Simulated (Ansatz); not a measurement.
## C2H6Sn, SMILES C=[CH][SnH3]: a rigid torsion scan

Run with Ansatz 0.2.0 through its Python package.

The script, `torsion.py`:
```python
# -*- coding: utf-8 -*-
'''Rigid torsion scan of C2H6Sn.'''

import ansatz
from ase import Atoms

atoms = Atoms(['C', 'C', 'Sn', 'H', 'H', 'H', 'H', 'H', 'H'], positions=[
    (-0.7931, 0.8393, -1.1091),
    (0.1247, 0.8324, -0.211),
    (0.4863, -0.9561, 0.8419),
    (-1.3717, 0.0186, -1.3344),
    (-1.0331, 1.7976, -1.6794),
    (0.7283, 1.7317, -0.0071),
    (2.191, -1.4681, 0.5509),
    (-0.5531, -2.1858, 0.3192),
    (0.3092, -0.6559, 2.6119),
])

# relax first, so that the scan starts from a minimum
first = (
    ansatz.Crystal.molecule_from_ase(atoms).calculation()
    .basis(gaussian='def2-SVP')
    .functional('hf')
    .relax(force_tolerance=0.02, max_steps=80)  # relax until the tolerances are met
)
atoms.positions = first.run().report['positions_ang']

start = atoms.get_dihedral(0, 1, 2, 6)
energies = {}
for turn in range(0, 121, 15):
    turned = atoms.copy()
    turned.set_dihedral(0, 1, 2, 6, start + turn, indices=[2, 6, 7, 8])
    calculation = (
        ansatz.Crystal.molecule_from_ase(turned).calculation()
        .basis(gaussian='def2-SVP')  # atom-centred Gaussian functions
        .functional('hf')
    )
    energies[round((start + turn) % 360)] = calculation.run().report['free_energy_ev']
floor = min(energies.values())
print('dihedral C0-C1-Sn2-H6 (deg)   E - E(min) (kJ/mol)')
for angle, e in sorted(energies.items()):
    print(f'{angle:8d} {96.485332 * (e - floor):14.3f}  ' + '#' * int(30 * (e - floor) / max(max(energies.values()) - floor, 1e-9)))
```

```console
$ python torsion.py
dihedral C0-C1-Sn2-H6 (deg)   E - E(min) (kJ/mol)
     119          0.000
     134          0.526  ###
     149          1.902  ##############
     164          3.346  ########################
     179          4.055  ##############################
     194          3.664  ###########################
     209          2.437  ##################
     224          1.110  ########
     239          0.461  ###
```

Reading the output:
- The scan is rigid and the energies are electronic, in a modest basis. With rigid groups the curve can differ much from the relaxed path, the start wasn't checked as a minimum of this torsion, and equivalent turns needn't return to the same energy.
- def2 sets replace the cores of elements past krypton by effective core potentials.
- Timing: 20 s on 1 thread of Arm Neoverse V1, on a shared host, peak memory 0.23 GiB.

(A comment or docstring line of the script was reworded after the run, the code is as it ran.)
